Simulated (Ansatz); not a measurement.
The system is NaMg6Sb.

```
Sb Mg Na
1.0
     5.27258    0.00000    0.00000
     0.00000    3.17683    5.71778
     0.00000   -3.17683    5.71778
Sb Mg Na
1 6 1
Direct
  0.00000 0.66573 0.66573
  0.50000 0.83630 0.83630
  0.50000 0.33572 0.33572
  0.50000 0.33060 0.83187
  0.50000 0.83187 0.33060
  0.00000 0.16808 0.66453
  0.00000 0.66453 0.16808
  0.00000 0.16717 0.16717
```

The cell comes from a database or a generator and needn't be the stable form of this composition.

* Program: Ansatz 0.2.0
* Task: single point
* Functional: PBE
* Potentials or basis: Ansatz PAW
* Cutoff: 420 eV (not typed: the program's choice for these potentials)
* k mesh: 5 × 5 × 5
* Occupations: fermi-dirac, width 0.05 eV
* Spin: no spin polarisation

On this cell: pressure -0.1 GPa; largest force 0.145 eV/Å; band gap on the k mesh none (metal or under the smearing width).

The same run follows on a disturbed copy (atoms moved at random, drawn with an rms of 0.05 Å):

```
Sb Mg Na
1.0
     5.27258    0.00000    0.00000
     0.00000    3.17683    5.71778
     0.00000   -3.17683    5.71778
Sb Mg Na
1 6 1
Direct
  0.99561 0.66730 0.66518
  0.50615 0.84396 0.83399
  0.50147 0.33668 0.33250
  0.50291 0.33047 0.83270
  0.49265 0.83472 0.32927
  0.99889 0.16346 0.66712
  0.00352 0.65990 0.17520
  0.99854 0.16923 0.16791
```

**Question.** What changes?

**Answer.** The energy (extrapolated to zero smearing) moves by +0.5 meV/atom; pressure -0.1 GPa; largest force 0.138 eV/Å; band gap on the k mesh none (metal or under the smearing width).

Forces on the atoms (eV/Å):
```
Sb   0.022 -0.024 -0.060
Mg  -0.053 -0.093  0.087
Mg  -0.014 -0.003  0.064
Mg  -0.046 -0.028 -0.063
Mg   0.076  0.055 -0.078
Mg   0.062  0.000  0.047
Mg  -0.048  0.089  0.026
Na   0.002  0.004 -0.023
```

Stress tensor (GPa, compression positive):
```
-1.40 -0.05  0.03
-0.05  0.48  0.07
 0.03  0.07  0.62
```
